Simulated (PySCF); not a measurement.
**One shape, several levels: GeN2H4Cl2 (SMILES [NH2][Ge]([NH2])([Cl])[Cl])**

Aim: a comparison of 5 runs (HF/3-21G, HF/def2-SVP, BP86/6-31G, B3LYP/6-31G*, BP86/6-31G**) of GeN2H4Cl2. Input form: a Python script.

Program for the calculation: PySCF 2.14.0.

**1. The structure to begin with**

The species is GeN2H4Cl2 (9 atoms), meant as a singlet with charge 0. As SMILES, `[NH2][Ge]([NH2])([Cl])[Cl]`. The shape is that of a PBE0-D4/def2-TZVP optimisation. This is one conformer, not always the lowest.

Bond lengths: N1–Ge2 1.804 Å, Ge2–N3 1.804 Å, Ge2–Cl4 2.150 Å, Ge2–Cl5 2.150 Å, N1–H6 1.011 Å, N1–H7 1.010 Å, N3–H8 1.010 Å, N3–H9 1.011 Å. Some angles: N1–Ge2–N3 108.3°, N1–Ge2–Cl4 116.5°, N1–Ge2–Cl5 105.0°, N3–Ge2–Cl4 105.0°, N3–Ge2–Cl5 116.5°, Cl4–Ge2–Cl5 106.0°, Ge2–N1–H6 114.4°, Ge2–N1–H7 114.8°, Ge2–N3–H8 114.8°, Ge2–N3–H9 114.4°.

**2. Energy and gradient at HF/3-21G (run 1)**

job.py reads:

```python
# [NH2][Ge]([NH2])([Cl])[Cl]
import pyscf.grad
from pyscf import gto

mol = gto.M(
    atom='''
N     -0.495864     2.923217    -0.356024
Ge     0.147399    -0.404968    -0.726411
N      0.173666    -1.839459     2.366882
Cl    -2.568138    -2.547351    -2.858967
Cl     3.617692    -0.579768    -2.832888
H     -2.202665     3.318548     0.404590
H     -0.211649     3.972393    -1.924686
H      0.169508    -3.747894     2.363669
H      1.537481    -1.182213     3.531331
''',
    basis='3-21g',
    unit='bohr',
    max_memory=1860,
    spin=0,
    charge=0,
    verbose=4,
)

mf = mol.RHF()
mf.conv_tol = 1e-10
mf.kernel()
if not mf.converged:
    mf = mf.newton().run(mf.mo_coeff, mf.mo_occ)

e_final = mf.e_tot
print(f'total energy: {e_final:.8f} hartree')
grad = mf.Gradients().kernel()
mf.analyze()
```

Run with:

```sh
OMP_NUM_THREADS=1 python job.py
```

The log of the run:

```text
PySCF version 2.14.0

[... 79 lines left out ...]
One-electron Energy =                -5490.561902925230243
[... 8 lines left out ...]
MO #4   energy= -52.0649044692546  occ= 2
[... 6 lines left out ...]
MO #11  energy= -10.5017908043444  occ= 2
[... 6 lines left out ...]
MO #18  energy= -7.27541339496519  occ= 2
[... 6 lines left out ...]
MO #25  energy= -1.67592354549063  occ= 2
[... 6 lines left out ...]
MO #32  energy= -0.685774745761728 occ= 2
[... 6 lines left out ...]
MO #39  energy= -0.474948993752958 occ= 2
[... 6 lines left out ...]
MO #46  energy= 0.210658908755438  occ= 0
[... 6 lines left out ...]
MO #53  energy= 0.519479336591161  occ= 0
[... 6 lines left out ...]
MO #60  energy= 0.905186408580598  occ= 0
[... 6 lines left out ...]
MO #67  energy= 1.4684112503721    occ= 0
[... 6 lines left out ...]
MO #74  energy= 2.6525000056161    occ= 0
[... 47 lines left out ...]
pop of  3 Cl 2py          1.99992
pop of  3 Cl 2pz          1.99992
pop of  3 Cl 3px          1.77144
pop of  3 Cl 3py          1.84061
pop of  3 Cl 3pz          1.85351
pop of  3 Cl 4px          0.00199
pop of  3 Cl 4py          0.00172
pop of  3 Cl 4pz          0.00131
pop of  4 Cl 1s           1.99999
pop of  4 Cl 2s           1.99966
pop of  4 Cl 3s           1.88432
pop of  4 Cl 4s           0.00480
pop of  4 Cl 2px          1.99989
pop of  4 Cl 2py          1.99993
pop of  4 Cl 2pz          1.99992
pop of  4 Cl 3px          1.66254
pop of  4 Cl 3py          1.95319
pop of  4 Cl 3pz          1.84982
pop of  4 Cl 4px          0.00205
pop of  4 Cl 4py          0.00147
pop of  4 Cl 4pz          0.00149
pop of  5 H 1s            0.76767
pop of  5 H 2s            0.01078
pop of  6 H 1s            0.77016
pop of  6 H 2s            0.01089
pop of  7 H 1s            0.77015
pop of  7 H 2s            0.01089
pop of  8 H 1s            0.76765
pop of  8 H 2s            0.01078
 ** Mulliken atomic charges  **
charge of    0N =     -0.66616
charge of    1Ge =      1.16948
charge of    2N =     -0.66616
charge of    3Cl =     -0.35911
charge of    4Cl =     -0.35908
charge of    5H =      0.22155
charge of    6H =      0.21894
charge of    7H =      0.21895
charge of    8H =      0.22157
Dipole moment(X, Y, Z, Debye): -0.42540,  1.30723,  2.39183
```

Wall time 10 s (1 thread of Intel Xeon at 2.50GHz (Skylake/Cascade Lake), shared host); peak memory 0.15 GiB.

**3. Energy and forces at HF/def2-SVP (run 2)**

run.py reads:

```python
import pyscf.grad
from pyscf import gto

mol = gto.Mole()
mol.atom = '''
N   -0.262400   1.546900  -0.188400
Ge   0.078000  -0.214300  -0.384400
N    0.091900  -0.973400   1.252500
Cl  -1.359000  -1.348000  -1.512900
Cl   1.914400  -0.306800  -1.499100
H   -1.165600   1.756100   0.214100
H   -0.112000   2.102100  -1.018500
H    0.089700  -1.983300   1.250800
H    0.813600  -0.625600   1.868700
'''
mol.verbose = 4
mol.spin = 0
mol.basis = 'def2-svp'
mol.charge = 0
mol.max_memory = 1860
mol.build()

calc0 = mol.RHF()
calc0.conv_tol = 1e-10
calc0.kernel()
if not calc0.converged:
    calc0 = calc0.newton().run(calc0.mo_coeff, calc0.mo_occ)

e_final = calc0.e_tot
print('E(%s) = %.9f' % ('HF', e_final))
grad = calc0.Gradients().kernel()
dip = calc0.dip_moment()
pop, q = calc0.mulliken_pop()
```

Run with:

```sh
OMP_NUM_THREADS=1 python run.py
```

The log of the run:

```text
PySCF version 2.14.0

[... 65 lines left out ...]
converged SCF energy = -3105.09021234579
[... 12 lines left out ...]
Dipole moment(X, Y, Z, Debye): -0.27872,  0.85686,  1.56797
[... 87 lines left out ...]
pop of  4 Cl 3py          0.74085
pop of  4 Cl 3pz          0.70375
pop of  4 Cl 4px          1.02367
pop of  4 Cl 4py          1.19779
pop of  4 Cl 4pz          1.13821
pop of  4 Cl 3dxy         0.00188
pop of  4 Cl 3dyz         0.00071
pop of  4 Cl 3dz^2        0.00170
pop of  4 Cl 3dxz         0.00815
pop of  4 Cl 3dx2-y2      0.00581
pop of  5 H 1s            0.70487
pop of  5 H 2s            0.08913
pop of  5 H 2px           0.02493
pop of  5 H 2py           0.01004
pop of  5 H 2pz           0.01466
pop of  6 H 1s            0.70508
pop of  6 H 2s            0.09006
pop of  6 H 2px           0.01100
pop of  6 H 2py           0.01572
pop of  6 H 2pz           0.02289
pop of  7 H 1s            0.70508
pop of  7 H 2s            0.09005
pop of  7 H 2px           0.01158
pop of  7 H 2py           0.02868
pop of  7 H 2pz           0.00935
pop of  8 H 1s            0.70487
pop of  8 H 2s            0.08912
pop of  8 H 2px           0.02024
pop of  8 H 2py           0.01146
pop of  8 H 2pz           0.01793
 ** Mulliken atomic charges  **
charge of    0N =     -0.52674
charge of    1Ge =      1.15294
charge of    2N =     -0.52669
charge of    3Cl =     -0.36138
charge of    4Cl =     -0.36136
charge of    5H =      0.15637
charge of    6H =      0.15525
charge of    7H =      0.15525
charge of    8H =      0.15637
```

Run time: 44 s. Hardware: 1 thread of Intel Xeon at 2.50GHz (Skylake/Cascade Lake), shared host; peak memory 0.29 GiB.

Runs 3 to 4 aren't shown in full; the table further down has their settings and results.

**4. Energy and gradient at BP86/6-31G(d,p) (spherical functions) (run 5)**

calc.py reads:

```python
# [NH2][Ge]([NH2])([Cl])[Cl]
import pyscf.grad
from pyscf import gto, dft

mol = gto.M(
    atom='''
N   -0.262400   1.546900  -0.188400
Ge   0.078000  -0.214300  -0.384400
N    0.091900  -0.973400   1.252500
Cl  -1.359000  -1.348000  -1.512900
Cl   1.914400  -0.306800  -1.499100
H   -1.165600   1.756100   0.214100
H   -0.112000   2.102100  -1.018500
H    0.089700  -1.983300   1.250800
H    0.813600  -0.625600   1.868700
''',
    max_memory=1860,
    verbose=4,
    basis='6-31g**',
)

ks = dft.RKS(mol)
ks.xc = 'bp86'
ks.conv_tol = 1e-10
ks.grids.level = 5
ks.kernel()
if not ks.converged:
    ks = ks.newton().run(ks.mo_coeff, ks.mo_occ)

e_final = ks.e_tot
print('Final energy', e_final)
grad = ks.Gradients().kernel()
ks.analyze()
```

Run with:

```sh
OMP_NUM_THREADS=1 python calc.py
```

The log of the run:

```text
PySCF version 2.14.0

[... 95 lines left out ...]
Total Energy =                       -3109.467538733520087
[... 12 lines left out ...]
MO #6   energy= -43.8781594193835  occ= 2
[... 10 lines left out ...]
MO #17  energy= -6.99061890497784  occ= 2
[... 10 lines left out ...]
MO #28  energy= -0.784207944795125 occ= 2
[... 10 lines left out ...]
MO #39  energy= -0.28469498650465  occ= 2
[... 10 lines left out ...]
MO #50  energy= 0.113974171042957  occ= 0
[... 10 lines left out ...]
MO #61  energy= 0.481084970386874  occ= 0
[... 10 lines left out ...]
MO #72  energy= 0.786129067290593  occ= 0
[... 10 lines left out ...]
MO #83  energy= 0.922351967120845  occ= 0
[... 10 lines left out ...]
MO #94  energy= 1.94116553733289   occ= 0
[... 10 lines left out ...]
MO #105 energy= 2.538397543654     occ= 0
[... 10 lines left out ...]
MO #116 energy= 3.40154220017028   occ= 0
[... 89 lines left out ...]
pop of  4 Cl 3pz          1.82398
pop of  4 Cl 4px          0.00381
pop of  4 Cl 4py          0.00128
pop of  4 Cl 4pz          0.00205
pop of  4 Cl 3dxy         0.00096
pop of  4 Cl 3dyz         0.00038
pop of  4 Cl 3dz^2        0.00088
pop of  4 Cl 3dxz         0.00353
pop of  4 Cl 3dx2-y2      0.00249
pop of  5 H 1s            0.74997
pop of  5 H 2s            0.01112
pop of  5 H 2px           0.00094
pop of  5 H 2py           0.00033
pop of  5 H 2pz           0.00065
pop of  6 H 1s            0.75007
pop of  6 H 2s            0.01125
pop of  6 H 2px           0.00052
pop of  6 H 2py           0.00052
pop of  6 H 2pz           0.00088
pop of  7 H 1s            0.75006
pop of  7 H 2s            0.01125
pop of  7 H 2px           0.00077
pop of  7 H 2py           0.00079
pop of  7 H 2pz           0.00035
pop of  8 H 1s            0.74996
pop of  8 H 2s            0.01112
pop of  8 H 2px           0.00103
pop of  8 H 2py           0.00025
pop of  8 H 2pz           0.00064
 ** Mulliken atomic charges  **
charge of    0N =     -0.62668
charge of    1Ge =      0.88062
charge of    2N =     -0.62670
charge of    3Cl =     -0.28740
charge of    4Cl =     -0.28737
charge of    5H =      0.23699
charge of    6H =      0.23676
charge of    7H =      0.23677
charge of    8H =      0.23701
Dipole moment(X, Y, Z, Debye): -0.34193,  1.05086,  1.92257
```

Run time: 2.4 min. Hardware: 1 thread of Intel Xeon at 2.50GHz (Skylake/Cascade Lake), shared host; peak memory 1.2 GiB.

**5. Overview of the runs**

| run | level | integration grid | energy (Eh) | dipole moment (D) | HOMO energy (eV) | LUMO energy (eV) | wall time |
| --- | --- | --- | --- | --- | --- | --- | --- |
| 1 | HF/3-21G | – | -3090.713395 | 2.76 | -11.75 | 3.25 | 10 s |
| 2 | HF/def2-SVP | – | -3105.090212 | 1.81 | -11.67 | 3.86 | 44 s |
| 3 | BP86/6-31G | 5 | -3109.325796 | 2.40 | -6.69 | -1.91 | 90 s |
| 4 | B3LYP/6-31G* (spherical functions) | 5 | -3109.171542 | 2.12 | -7.69 | -0.62 | 95 s |
| 5 | BP86/6-31G** (spherical functions) | 5 | -3109.467539 | 2.22 | -6.61 | -1.45 | 2.4 min |

**6. What came out**

| quantity | value |
| --- | --- |
| run 5: total energy | -3109.46754 Eh |
| run 5: dipole moment | 2.22 D |
| run 5: HOMO energy | -6.61 eV |
| run 5: LUMO energy | -1.45 eV |
| run 5: HOMO–LUMO gap | 5.15 eV |
| run 5: largest force on an atom | 0.731 eV/Å |

In words: The dipole moment (its size) runs from 1.81 D (HF/def2-SVP) to 2.76 D (HF/3-21G). The HOMO–LUMO gap runs from 4.77 eV (BP86/6-31G) to 15.53 eV (HF/def2-SVP). The two ends differ in method and basis. Totals of different functionals can't be ranked against each other. All runs together took 6.4 min, the longest 2.4 min.
